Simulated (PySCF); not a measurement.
# H6SeSi2: the cost of one run

Programs: PySCF 2.14.0, with routines of our own; each step states its level. All values are computed. Atoms count from 0.

### Step 1. The system as given

9 atoms, charge 0, multiplicity 1; geometry from: GFN2-xTB.

### Step 2. Geometry optimisation at PBE0-D3(BJ)/def2-SVP

The job: settings as JSON, then the geometry in Å.

```
{"job": {"xc": "PBE0", "basis": "def2-SVP", "d3": "d3bj", "grid": 1, "maxiter": 30, "shake": 0.01, "kind": "geom"}, "charge": 0, "multiplicity": 1}
Si     1.671110     0.514330     0.410120
Se     0.022850     0.776570    -1.184740
Si    -1.666990    -0.524510    -0.350730
H      2.030090    -0.873240     0.490310
H      2.747540     1.350090    -0.091520
H      1.113370     1.019410     1.676640
H     -1.135930    -1.889780    -0.219100
H     -2.701480    -0.398740    -1.324270
H     -2.022760     0.008710     0.986800
```

The run is started by

```bash
> OMP_NUM_THREADS=1 python heavy_run.py task.json out
```

The driver reads the jobs from task.json and runs them one after another.

**Question.** How long does this first job take on 1 thread of Arm Neoverse V2, shared host, and how much memory does it need?

About 14 s, with a peak of 0.41 GiB.
